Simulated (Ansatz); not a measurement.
Consider a ranking of polymorphs by energy of 2 structures of TaN (the Ansatz DFT code, driven from Python).

Script `run_polymorphs.py`:
```python
"""Polymorphs of TaN, after relaxing cells and atoms."""

import csv

import ansatz as az
import numpy as np
import spglib

XC = "pbesol"
KSPACING = 0.33
SMEARING = "fermi_dirac"
WIDTH_EV = 0.1

PHASES = {
    "P-6m2": (
        [(2.938, 0.0, 0.0), (-1.469, 2.54438264, 0.0), (0.0, 0.0, 2.883)],
        [
            ("Ta", (1 / 3, 2 / 3, 0.5)),
            ("N", (0.0, 0.0, 0.0)),
        ],
    ),
    "P6/mmm": (
        [(5.191, 0.0, 0.0), (-2.5955, 4.49553787, 0.0), (0.0, 0.0, 2.908)],
        [
            ("Ta", (0.0, 0.0, 0.0)),
            ("Ta", (1 / 3, 2 / 3, 0.5)),
            ("Ta", (2 / 3, 1 / 3, 0.5)),
            ("N", (0.5, 0.0, 0.0)),
            ("N", (0.5, 0.5, 0.0)),
            ("N", (0.0, 0.5, 0.0)),
        ],
    ),
}


def build(vectors, sites):
    crystal = az.Crystal(lattice=az.Lattice.of(vectors))
    for symbol, position in sites:
        crystal = crystal.atom(symbol, position)
    return crystal


def ground_state(name, crystal):
    calc = (
        crystal.calculation()
        .basis(16 * az.Ha)
        .functional(XC)
        .kpoints(spacing=KSPACING)
        .occupations(SMEARING, width=WIDTH_EV)
        .stress()
        .band_table()
    )
    calc = calc.relax(force_tolerance=0.02, cell=True)
    return calc.run(threads=1)


def pressure_gpa(outcome):
    return float(np.trace(outcome.report["stress_gpa"]) / 3)


def space_group(outcome):
    sites = outcome.report["lattice"]["sites"]
    kinds = sorted({site["symbol"] for site in sites})
    cell = (outcome.lattice.cell_ang, [site["position_frac"] for site in sites], [kinds.index(site["symbol"]) for site in sites])
    return spglib.get_spacegroup(cell, symprec=0.01)

phases = {name: build(*cell) for name, cell in PHASES.items()}

done = {}
for name, crystal in phases.items():
    done[name] = ground_state(name, crystal)
    print(f"{name}: {done[name].report['energy_sigma0_ev']:.4f} eV, {len(done[name].lattice.sites)} atoms")

energy = {name: o.report["energy_sigma0_ev"] / len(o.lattice.sites) for name, o in done.items()}
lowest = min(energy.values())
rows = [(name, len(o.lattice.sites), 1000 * (energy[name] - lowest), pressure_gpa(o), space_group(o)) for name, o in done.items()]
rows.sort(key=lambda row: row[2])
with open("polymorphs.csv", "w", newline="") as handle:
    writer = csv.writer(handle)
    writer.writerow(["phase", "atoms", "dE (meV/atom)", "P (GPa)", "space group"])
    writer.writerows([round(v, 4) if isinstance(v, float) else v for v in row] for row in rows)
print(open("polymorphs.csv").read())
```

Which of these structures comes out lowest, and how far apart are they?

By space group at the end of each run: P-6m2 (+0 meV an atom, 10.6 Å³) and P6/mmm (+440 meV an atom, 11.4 Å³).

The output:

```console
$ python run_polymorphs.py
P-6m2: -10187.6453 eV, 2 atoms
P6/mmm: -30560.2954 eV, 6 atoms
phase,atoms,dE (meV/atom),P (GPa),space group
P-6m2,2,0.0,-0.0407,P-6m2 (187)
P6/mmm,6,440.0966,0.0175,P6/mmm (191)
```

Notes:
- Total energies depend on the potentials; only differences at equal settings carry meaning.
- The run is spin-unpolarised.
- For the metals among these phases the mesh is modest: differences between phases can be off by up to 40 meV an atom.
- Pressure is positive in compression.
- Spin-orbit coupling, which matters for elements this heavy, is left out.
- The cells come from databases of deposited and of computed structures, and not all need be stable phases.
- The ranking holds among these structures alone, at zero temperature; the ground state may be another structure. Differences under about 40 meV an atom lie within the error of mesh and functional.
- Timing: 26 s on 1 thread of Arm Neoverse V1, with other jobs on the host, peak memory 0.44 GiB.

(Lines on the test bed's own set-up are left out of the output.)
